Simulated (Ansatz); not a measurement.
# CH7FN2OSi: the cost of one run

Method: RKS PBE/STO-3G, in Ansatz 0.2.0.

### Step 1. Starting point

Bond lengths: Si1–N2 1.820 Å, N2–H3 1.060 Å, N2–H4 1.060 Å, Si1–N5 1.820 Å, N5–H6 1.060 Å, N5–H7 1.060 Å, Si1–O8 1.679 Å, O8–C9 1.420 Å, C9–H10 1.110 Å, C9–H11 1.110 Å, C9–H12 1.110 Å, Si1–F13 1.589 Å. Angles (14 of 19 angles, heavy atoms first): N2–Si1–N5 109.5°, N2–Si1–O8 109.5°, N2–Si1–F13 109.5°, N5–Si1–O8 109.5°, N5–Si1–F13 109.5°, O8–Si1–F13 109.5°, Si1–O8–C9 125.0°, Si1–N2–H3 120.0°, Si1–N2–H4 120.0°, Si1–N5–H6 120.0°, Si1–N5–H7 120.0°, O8–C9–H10 109.5°, O8–C9–H11 109.5°, O8–C9–H12 109.5°.

Structure file:

```xyz
13

Si    0.0000    0.0000    0.0000
N     0.0000    0.0000    1.8200
H    -0.8770   -0.2713    2.3500
H     0.8770    0.2713    2.3500
N     1.7163    0.0000   -0.6061
H     2.2145   -0.9180   -0.7868
H     2.2175    0.9180   -0.7783
O    -0.7913    1.3709   -0.5594
C    -2.1512    1.4177   -0.9653
H    -2.7687    0.8215   -0.2614
H    -2.5023    2.4707   -0.9639
H    -2.2473    0.9975   -1.9882
F    -0.7489   -1.2974   -0.5295
```

### Step 2. Preparing the start

File input.yaml:

```yaml
crystal:
  periodic: [false, false, false]
  atoms:
    - { symbol: Si, position_ang: [0.0, 0.0, 0.0] }
    - { symbol: "N", position_ang: [0.0, 0.0, 1.82] }
    - { symbol: H, position_ang: [-0.877, -0.2713, 2.35] }
    - { symbol: H, position_ang: [0.877, 0.2713, 2.35] }
    - { symbol: "N", position_ang: [1.7163, 0.0, -0.6061] }
    - { symbol: H, position_ang: [2.2145, -0.918, -0.7868] }
    - { symbol: H, position_ang: [2.2175, 0.918, -0.7783] }
    - { symbol: O, position_ang: [-0.7913, 1.3709, -0.5594] }
    - { symbol: C, position_ang: [-2.1512, 1.4177, -0.9653] }
    - { symbol: H, position_ang: [-2.7687, 0.8215, -0.2614] }
    - { symbol: H, position_ang: [-2.5023, 2.4707, -0.9639] }
    - { symbol: H, position_ang: [-2.2473, 0.9975, -1.9882] }
    - { symbol: F, position_ang: [-0.7489, -1.2974, -0.5295] }
basis:
  gaussian: { orbitals: STO-3G }
hamiltonian:
  xc: pbe
relax:
  f_tol: 0.02
  max_steps: 40
```

Launch:

```bash
ansatz run input.yaml --threads 1 --pin off --max-ram 2048MiB --backend cpu --events-out ev --progress --plain --runs-dir out
```

**Question.** How long does this run take on 1 thread of Intel Xeon Platinum 8375C at 2.90GHz (Ice Lake), shared host, and how much memory does it need?

About 55 s, with a peak of 0.2 GiB.
